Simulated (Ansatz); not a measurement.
# O4V: the cost of one run

Method: the levels named in each step, in Ansatz 0.2.0.

## (1) The starting structure

Bond lengths: O1–V2 1.689 Å, V2–O3 1.689 Å, V2–O4 1.689 Å, V2–O5 1.689 Å. Angles: O1–V2–O3 109.5°, O1–V2–O4 109.5°, O1–V2–O5 109.5°, O3–V2–O4 109.5°, O3–V2–O5 109.5°, O4–V2–O5 109.4°.

As a file:

```xyz
5

O     1.5873   -0.5370   -0.2098
V    -0.0001    0.0000    0.0001
O    -0.0722    1.6650   -0.2725
O    -0.5039   -0.3348    1.5766
O    -1.0121   -0.7939   -1.0941
```

## (2) A rough first relaxation, PBE-D4/def2-SVPD

This run stands in another session on the same molecule. It ended at:

```xyz
5

O     1.6514   -0.5586   -0.2183
V    -0.0002   -0.0002    0.0001
O    -0.0750    1.7323   -0.2835
O    -0.5242   -0.3483    1.6407
O    -1.0531   -0.8260   -1.1387
```

## (3) Relaxation, B2PLYP/def2-TZVPPD

Input file input.yaml:

```yaml
crystal:
  periodic: [false, false, false]
  atoms:
    - { symbol: O, position_ang: [1.65142827, -0.55859783, -0.21826958] }
    - { symbol: V, position_ang: [-0.0002231, -0.00015043, 7.242e-05] }
    - { symbol: O, position_ang: [-0.07504496, 1.73232194, -0.28348901] }
    - { symbol: O, position_ang: [-0.5241502, -0.3482789, 1.64073052] }
    - { symbol: O, position_ang: [-1.05312002, -0.82604478, -1.13868435] }
total_charge: -3
basis:
  gaussian: { orbitals: def2-TZVPPD.json }
hamiltonian:
  xc: { name: B2PLYP }
relax:
  f_tol: 0.002
  max_steps: 150
```

Command:

```console
$ ansatz run input.yaml --threads 4 --pin off --max-ram 10240MiB --backend cpu --events-out ev --progress --plain --runs-dir out
```

What time and memory should one allow on 4 threads of Intel Xeon 6975P-C (Granite Rapids), shared host?

About 67 s, with a peak of 0.92 GiB.
